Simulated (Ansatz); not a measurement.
**C: response to strain**

Aim: deform C (zz strain of -1 %) and compute stress, forces and field gradients with LAPW, PAW and all-electron datasets made for the crystal.

Program: Ansatz 0.2.0. Level of theory: DFT LDA, scalar-relativistic. These are calculated values, not measurements.

## (1) The structure to begin with

Symmetry: Fd-3m, No. 227, cubic system. Conventional cell: a = 3.567 Å, b = 3.567 Å, c = 3.567 Å, α = 90.00°, β = 90.00°, γ = 90.00°. Around C (site symmetry -43m) lie 4 C at 1.54 Å.

Coordinates:

```xyz
2
Lattice="0.0000 1.7834 1.7834 1.7834 0.0000 1.7834 1.7834 1.7834 0.0000" Properties=species:S:1:pos:R:3 pbc="T T T"
C     1.7834    1.7834    1.7834
C     2.6751    2.6751    2.6751
```

Atoms are numbered in the order of the input: C1, C2.

## (2) After the deformation

Space group Fd-3m before, I4_1/amd after.

## (3) Full-potential LAPW

The input, input.yaml:

```yaml
crystal:
  lattice:
    - [0.0, 1.7834, 1.765566]
    - [1.7834, 0.0, 1.765566]
    - [1.7834, 1.7834, 0.0]
  atoms:
    - { symbol: C, position: [0.5, 0.5, 0.5] }
    - { symbol: C, position: [0.75, 0.75, 0.75] }
kpoints:
  mp_grid: { grid: [20, 20, 20] }
  band_path:
    path:
      - [0.0, 0.0, 0.0]
      - [0.0, 0.5, 0.5]
      - [0.25, 0.75, 0.5]
      - [0.0, 0.5, 0.0]
      - [0.0, 0.0, 0.0]
      - [0.5, 0.5, 0.0]
      - [0.3775380063, 0.6224619937, 0.0]
      - [-0.3775380063, 0.3775380063, 0.0]
      - [0.0, 0.0, 0.0]
    npoints: 5
scf:
  occupations: { method: fermi_dirac, width: 0.08 }
hamiltonian:
  xc: lda
  pseudopotentials: { kind: all_electron, lapw: { basis_error: 0.0005 } }
output:
  forces: true
  stress: true
  eigenvalues: true
```

On the command line:

```sh
$ ansatz run input.yaml --threads 1 --pin off --max-ram 3072MiB --backend cpu --events-out ev --progress --plain --runs-dir out
```

## (4) PAW with frozen cores

The input, input.yaml:

```yaml
crystal:
  lattice:
    - [0.0, 1.7834, 1.765566]
    - [1.7834, 0.0, 1.765566]
    - [1.7834, 1.7834, 0.0]
  atoms:
    - { symbol: C, position: [0.5, 0.5, 0.5] }
    - { symbol: C, position: [0.75, 0.75, 0.75] }
kpoints:
  mp_grid: { grid: [20, 20, 20] }
scf:
  occupations: { method: fermi_dirac, width: 0.08 }
hamiltonian:
  xc: lda
  pseudopotentials: { kind: paw }
output:
  forces: true
  stress: true
  eigenvalues: true
  efg: { contact_densities: true }
```

## (5) Datasets made for this crystal

Changes to input.yaml since step 4:

```diff
@@ -14,3 +14,3 @@
   xc: lda
-  pseudopotentials: { kind: paw }
+  pseudopotentials: { kind: all_electron, datasets: crystal }
 output:
```

(Steps that only read results are left out.)

Before running it: what results should come out? Wanted: pressure; largest shear or deviatoric stress.

The runs gave:

| quantity | value |
| --- | --- |
| pressure | LAPW -8.71, PAW -8.83, crystal datasets -8.71 GPa |
| largest shear or deviatoric stress (LAPW) | 6.21 GPa |

In words: The largest part of the stress beyond the pressure is 6.21 GPa in size, in the zz component; the atoms are carried along and not relaxed. No run of the undeformed cell stands beside it, so the pressure holds what the given cell had before the change. PAW: stress within 0.13 GPa of LAPW. Crystal datasets: stress within 0.01 GPa of LAPW.
